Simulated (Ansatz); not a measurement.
**InNH3Cl (SMILES [NH2][InH][Cl]): HF/STO-3G**

What is the electronic atomisation energy of InNH3Cl at HF/STO-3G? 

The calculation is run with Ansatz 0.2.0.

22 further runs of the same task are left out: 22 set aside as unsound or not needed.

## 1. The molecule

InNH3Cl has 6 atoms, charge 0, and is taken as a singlet. As SMILES, `[NH2][InH][Cl]`. The shape is that of a PBE0-D4/def2-TZVP optimisation.

Bond lengths: N1–In2 1.995 Å, In2–Cl3 2.339 Å, N1–H4 1.007 Å, N1–H5 1.008 Å, In2–H6 1.693 Å. Angles: N1–In2–Cl3 109.2°, N1–In2–H6 131.5°, Cl3–In2–H6 119.1°, In2–N1–H4 121.6°, In2–N1–H5 118.5°, H4–N1–H5 111.0°.

## 2. A single-point energy at HF/STO-3G

input.yaml reads:

```yaml
basis:
  gaussian:
    orbitals: STO-3G
crystal:
  periodic: [false, false, false]
  atoms:
    - {symbol: "N", position_ang: [-1.020800, 0.188100, -0.504100]}
    - {symbol: In, position_ang: [0.792100, 0.148600, 0.327900]}
    - {symbol: Cl, position_ang: [0.990800, -1.771000, 1.649200]}
    - {symbol: H, position_ang: [-1.219400, 0.761400, -1.308200]}
    - {symbol: H, position_ang: [-1.558200, -0.664500, -0.526800]}
    - {symbol: H, position_ang: [2.057500, 1.273400, 0.315800]}
accuracy: high
hamiltonian:
  xc: hf
total_charge: 0
output: {orbitals: {seedname: orbitals}}
```

Run with:

```console
ansatz run input.yaml --threads 1 --pin off --max-ram 3480MiB --events-out events.jsonl --progress --plain --runs-dir runs
```

Output:

```text
Warning: RAYON_NUM_THREADS=1 ignored (pool sized by the plan → 1); use --threads N
Functional definition: HF
  name "HF"
  exchange = exact_x
  correlation = 0
842 factors; integrals over basis functions are off by at most 5.0e-9 eV
mean field evaluation 1: about -168519.7851 eV, gradient 1.8e1 eV
mean field evaluation 2: about -168519.8429 eV, gradient 1.8e1 eV
mean field evaluation 4: about -168521.2971 eV, gradient 1.4e0 eV
mean field evaluation 8: about -168521.3051 eV, gradient 3.8e-5 eV
mean field -168521.30506072 eV, -6193.0437331382 hartree, gradient 4.4e-8 eV, S^2 0.000000; 0 other end points of the search recorded, 0 dependent functions left out
reference -168521.30506072 eV, -6193.0437331382 hartree; 38, 38 occupied and 6, 6 virtual orbitals, 842 factors
Total energy: -168521.30506072 eV, -6193.0437331382 hartree
```

Run time: 1.4 s. Hardware: 1 thread of Intel Xeon Platinum 8259CL at 2.50GHz (Skylake/Cascade Lake), shared host; peak memory 0.13 GiB.

## 3. The Cl atom, same level

job.yaml reads:

```yaml
crystal:
  periodic: [false, false, false]
  atoms:
    - symbol: Cl
      position_ang: [0.000000, 0.000000, 0.000000]
basis:
  gaussian: {orbitals: STO-3G}
magnetization: {spin_polarized: true, initial_magnetization: 1}
hamiltonian: {xc: hf}
accuracy: high
```

Run the same way, it converges to -454.54219 Eh (log not shown).

## 4. The H atom, same level

in.yaml reads:

```yaml
crystal:
  periodic: [false, false, false]
  atoms:
    - {symbol: H, position_ang: [0.000000, 0.000000, 0.000000]}
basis:
  gaussian:
    orbitals: STO-3G
accuracy: high
magnetization:
  spin_polarized: true
  initial_magnetization: 1
hamiltonian:
  xc: hf
total_charge: 0
```

Run the same way, it converges to -0.46658 Eh (log not shown).

## 5. The In atom at the same level

in.yaml reads:

```yaml
crystal:
  periodic: [false, false, false]
  atoms:
    - {symbol: In, position_ang: [0.000000, 0.000000, 0.000000]}
basis:
  gaussian:
    orbitals: STO-3G
magnetization:
  spin_polarized: true
  initial_magnetization: 1
hamiltonian:
  xc: hf
accuracy: high
```

Run the same way, it converges to -5682.77739 Eh (log not shown).

## 6. The N atom, same level

job.yaml reads:

```yaml
basis:
  gaussian:
    orbitals: STO-3G
crystal:
  periodic: [false, false, false]
  atoms:
    - {symbol: N, position_ang: [0.000000, 0.000000, 0.000000]}
total_charge: 0
magnetization:
  spin_polarized: true
  initial_magnetization: 3
hamiltonian:
  xc: hf
accuracy: high
```

Run the same way, it converges to -53.71901 Eh (log not shown).

## 7. What came out

At HF/STO-3G:

| quantity | value |
| --- | --- |
| molecule: total energy | -6193.04373 Eh |
| molecule: HOMO energy | -8.02 eV |
| molecule: LUMO energy | 5.83 eV |
| molecule: HOMO–LUMO gap | 13.85 eV |
| Cl atom: total energy | -454.54219 Eh |
| Cl atom: ⟨S²⟩ | 0.750 |
| H atom: total energy | -0.46658 Eh |
| H atom: ⟨S²⟩ | 0.750 |
| In atom: total energy | -5682.77739 Eh |
| In atom: ⟨S²⟩ | 0.750 |
| N atom: total energy | -53.71901 Eh |
| N atom: ⟨S²⟩ | 3.750 |
| electronic atomisation energy | 16.474 eV |

Taking the molecule apart into free atoms costs 16.47 eV (1589 kJ/mol), before zero-point energy and without spin-orbit coupling. Hartree–Fock lacks the correlation of the bonding pairs, which as a rule makes this value much too low; in minimal bases other errors can mask that. In a minimal basis such a difference can be off by several eV, whatever the method. Relativity is left out (molecule) although the molecule holds a heavy atom. Relativity is left out (In atom) although the molecule holds a heavy atom.
